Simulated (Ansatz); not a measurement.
# HSE06/def2-TZVP run of BNH6 (SMILES [BH3-][NH3+])

Aim: the electronic atomisation energy of BNH6 at HSE06/def2-TZVP, from 4 runs. 

The calculation is run with Ansatz 0.2.0.

51 further runs of the same task are left out: 51 set aside as unsound or not needed.

### Step 1. The structure to begin with

BNH6: 8 atoms, total charge 0, spin state singlet. As SMILES, `[BH3-][NH3+]`. The shape is that of a PBE0-D4/def2-TZVP optimisation.

Bond lengths: B1–N2 1.639 Å, B1–H3 1.212 Å, B1–H4 1.212 Å, B1–H5 1.212 Å, N2–H6 1.015 Å, N2–H7 1.015 Å, N2–H8 1.015 Å. Some angles: B1–N2–H6 110.9°, B1–N2–H7 110.9°, B1–N2–H8 110.9°, N2–B1–H3 105.3°, N2–B1–H4 105.3°, N2–B1–H5 105.3°, H6–N2–H7 108.0°, H6–N2–H8 108.0°, H7–N2–H8 108.0°, H3–B1–H4 113.3°.

### Step 2. The energy at HSE06/def2-TZVP

job.yaml

```yaml
crystal:
  periodic: [false, false, false]
  atoms:
    - symbol: B
      position_ang: [-0.191300, 0.250800, -0.775400]
    - symbol: N
      position_ang: [0.206500, -0.255100, 0.731700]
    - symbol: H
      position_ang: [-0.078200, -0.728400, -1.481000]
    - symbol: H
      position_ang: [-1.332600, 0.649700, -0.687200]
    - symbol: H
      position_ang: [0.604400, 1.126600, -1.038400]
    - symbol: H
      position_ang: [0.140800, 0.507000, 1.398700]
    - symbol: H
      position_ang: [1.156600, -0.611300, 0.755300]
    - symbol: H
      position_ang: [-0.414000, -0.996500, 1.040500]
basis:
  gaussian: {orbitals: def2-TZVP}
hamiltonian: {xc: hse06}
accuracy: high
output: {orbitals: {seedname: orbitals}}
```

Started as:

```
$ ansatz run job.yaml --threads 1 --pin off --max-ram 3480MiB --events-out events.jsonl --progress --plain --runs-dir runs
```

Log:

```text
Warning: RAYON_NUM_THREADS=1 ignored (pool sized by the plan → 1); use --threads N
Functional definition: HSE06
  name "HSE06"
  parameter a = 0.25
  parameter omega = 0.11/bohr
  exchange = pbe_x - a*pbe_x_sr(omega) + a*exact_x_sr(omega)
  correlation = pbe_c
1878 factors; integrals over basis functions are off by at most 3.7e-9 eV
81 factors; integrals over basis functions are off by at most 2.0e-9 eV
mean field evaluation 1: about -2256.0702 eV, gradient 5.1e1 eV
mean field evaluation 2: about -2252.8507 eV, gradient 6.4e1 eV
mean field evaluation 4: about -2262.0676 eV, gradient 2.3e0 eV
mean field evaluation 8: about -2262.0778 eV, gradient 3.4e-2 eV
mean field evaluation 16: about -2262.0778 eV, gradient 2.1e-7 eV
mean field -2262.07777225 eV, -83.1298248388 hartree, gradient 1.7e-8 eV, S^2 0.000000; 0 other end points of the search recorded, 0 dependent functions left out
reference -2262.07777594 eV, -83.1298249745 hartree; 9, 9 occupied and 89, 89 virtual orbitals, 1878 factors
Total energy: -2262.07777594 eV, -83.1298249745 hartree
```

It took 4.2 s on 1 thread of Arm Neoverse V2, shared host; peak memory 0.25 GiB.

### Step 3. The B atom at the same level

run.yaml

```yaml
crystal:
  periodic: [false, false, false]
  atoms:
    - {symbol: B, position_ang: [0.000000, 0.000000, 0.000000]}
basis:
  gaussian: {orbitals: def2-TZVP}
magnetization: {spin_polarized: true, initial_magnetization: 1}
hamiltonian: {xc: {name: HSE06}}
accuracy: high
```

Run the same way, it converges to -24.61633 Eh (log not shown).

### Step 4. The H atom, same level

in.yaml

```yaml
crystal:
  periodic: [false, false, false]
  atoms:
    - {symbol: H, position_ang: [0.000000, 0.000000, 0.000000]}
basis:
  gaussian:
    orbitals: def2-TZVP
magnetization:
  spin_polarized: true
  initial_magnetization: 1
hamiltonian:
  xc: hse06
accuracy: high
```

Run the same way, it converges to -0.50075 Eh (log not shown).

### Step 5. The N atom

input.yaml

```yaml
crystal:
  periodic: [false, false, false]
  atoms:
    - {symbol: "N", position_ang: [0.000000, 0.000000, 0.000000]}
basis:
  gaussian:
    orbitals: def2-TZVP
magnetization:
  spin_polarized: true
  initial_magnetization: 3
hamiltonian:
  xc: {name: HSE06}
accuracy: high
```

Run the same way, it converges to -54.54099 Eh (log not shown).

### Step 6. What came out

At HSE06/def2-TZVP:

```
                     quantity         value
       molecule: total energy  -83.12982 Eh
        molecule: HOMO energy      -7.37 eV
        molecule: LUMO energy      -0.38 eV
      molecule: HOMO–LUMO gap       6.99 eV
         B atom: total energy  -24.61633 Eh
                 B atom: ⟨S²⟩         0.754
         H atom: total energy   -0.50075 Eh
                 H atom: ⟨S²⟩         0.750
         N atom: total energy  -54.54099 Eh
                 N atom: ⟨S²⟩         3.753
electronic atomisation energy     26.341 eV
```

In words: Taking the molecule apart into free atoms costs 26.34 eV (607 kcal/mol), before zero-point energy and without spin-orbit coupling.
